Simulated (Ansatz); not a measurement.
**CH₂AlClS: up Jacob's ladder to CCSD(T)**

One table from this session's results is given with a row withheld; the runs are named, their logs left out.

The runs use Ansatz 0.2.0, Gaussian basis; functionals in def2-TZVPP, the program's frozen cores in correlated methods.

Plan: LDA (SPW92), PBE-D4, revPBE-D4, BLYP-D4, r2SCAN-D4, B97M-V, PBE0-D4, B3LYP-D4, r2SCANh-D4, r2SCAN0-D4, HSE06-D4, BHLYP-D4, CAM-B3LYP-D4, LC-ωPBE, ωB97X-V, ωB97M-V, B2PLYP, PBE-QIDH; CCSD(T)/def2-SVP; CCSD(T)/def2-TZVPP; MP2/def2-QZVPP; extrapolation to the limit; RPA on PBE.

## The relaxed structure

The geometry comes from an earlier relaxation with PBE0-D4 in a triple-zeta def2 set; it is a stationary point.

6 atoms, charge 0, spin multiplicity 1.

Atoms are counted from 1 here; the program's logs count them from 0.

Bond lengths: Cl1–Al2 2.068 Å, Al2–C3 1.898 Å, Al2–S4 2.102 Å, C3–S4 1.933 Å, C3–H5 1.087 Å, C3–H6 1.087 Å. Angles: Cl1–Al2–C3 153.7°, Cl1–Al2–S4 148.8°, C3–Al2–S4 57.5°, Al2–C3–S4 66.6°, Al2–C3–H5 122.8°, Al2–C3–H6 122.8°, S4–C3–H5 110.8°, S4–C3–H6 110.8°, H5–C3–H6 111.5°, Al2–S4–C3 55.9°.

The first run:

Input file in.yaml:

```yaml
crystal:
  periodic: [false, false, false]
  atoms:
    - {symbol: Cl, position_ang: [-1.244978, -2.696171, 0.707940]}
    - {symbol: Al, position_ang: [-0.539067, -0.882036, 0.011069]}
    - {symbol: C, position_ang: [0.532687, 0.680386, 0.118356]}
    - {symbol: S, position_ang: [-0.559928, 0.605695, -1.474398]}
    - {symbol: H, position_ang: [1.588832, 0.689716, -0.138817]}
    - {symbol: H, position_ang: [0.264653, 1.538308, 0.729750]}
basis:
  gaussian: {orbitals: def2-TZVPP}
hamiltonian: {xc: lda}
output: {orbitals: {seedname: orbitals}}
```

Started as:

```
$ ansatz run in.yaml --threads 2 --pin off --events-out ev --progress --plain --max-ram 4352MiB
```

Steps of the session up to this table: LDA; PBE-D4 (GGA); revPBE-D4 (GGA); BLYP-D4 (GGA); r2SCAN-D4 (meta-GGA); B97M-V (meta-GGA); B3LYP-D4 (hybrid); r2SCANh-D4 (hybrid); r2SCAN0-D4 (hybrid); HSE06-D4 (hybrid); BHLYP-D4 (hybrid); CAM-B3LYP-D4 (range-separated); LC-ωPBE (range-separated); ωB97X-V (range-separated); ωB97M-V (range-separated); B2PLYP (double hybrid); PBE-QIDH (double hybrid).

One of the session's tables, all rows but one given; the rest of the session is left out.

It belongs to the step «Frontier levels by functional». 

```
  functional  HOMO (eV)  LUMO (eV)  gap (eV)
 LDA (SPW92)          ?          ?         ?
      PBE-D4      -5.99      -2.30      3.68
   revPBE-D4      -5.93      -2.18      3.76
     BLYP-D4      -5.80      -2.20      3.60
   r2SCAN-D4      -6.22      -1.96      4.26
      B97M-V      -6.25      -2.03      4.22
     PBE0-D4      -7.14      -1.48      5.67
    B3LYP-D4      -6.89      -1.72      5.17
  r2SCANh-D4      -6.64      -1.68      4.96
  r2SCAN0-D4      -7.29      -1.28      6.02
    HSE06-D4      -6.74      -1.85      4.89
    BHLYP-D4      -8.14      -0.64      7.49
CAM-B3LYP-D4      -8.42      -0.51      7.91
     LC-ωPBE      -9.81       0.70     10.51
     ωB97X-V      -9.45       0.54      9.99
     ωB97M-V      -9.28       0.27      9.55
```

Q: Estimate the row for LDA (SPW92) from the others.

As computed: HOMO (eV): -6.12; LUMO (eV): -2.56; gap (eV): 3.56. In the column «HOMO (eV)» it lies between r2SCAN-D4 (-6.22) and PBE-D4 (-5.99).
